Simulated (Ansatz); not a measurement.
MnHg:

```xyz
2
Lattice="3.2880 0.0000 0.0000 0.0000 3.2880 0.0000 0.0000 0.0000 3.3130" Properties=species:S:1:pos:R:3 pbc="T T T"
Hg    0.0000    0.0000    0.0000
Mn    1.6440    1.6440    1.6565
```

Base run:

```yaml
Program: Ansatz 0.2.0
Functional: PBE
Potentials_or_basis: Ansatz PAW
Cutoff: "420 eV (not typed: the program's choice for these potentials)"
k_mesh: 7 × 7 × 7
Occupations: fermi-dirac, width 0.05 eV
Spin: collinear spin, ferromagnetic start
Starting_moments: "[0.0, 4.0] μB"
Fixed_moment: 4 μB
```

Its results: pressure 2.8 GPa; site moments Hg -0.01; Mn +3.93 μB.

**Question.** The run is repeated on the same cell with these changes: fixed moment from 4 μB to 1 μB; moments at the start from [0.0, 4.0] to [0.0, 1.0]. What comes out?

**Answer.** Pressure -11.8 GPa; site moments Hg -0.05; Mn +1.13 μB.

Caveats: the total moment is fixed, so each spin has its own Fermi level; the thresholds are loose for stress.
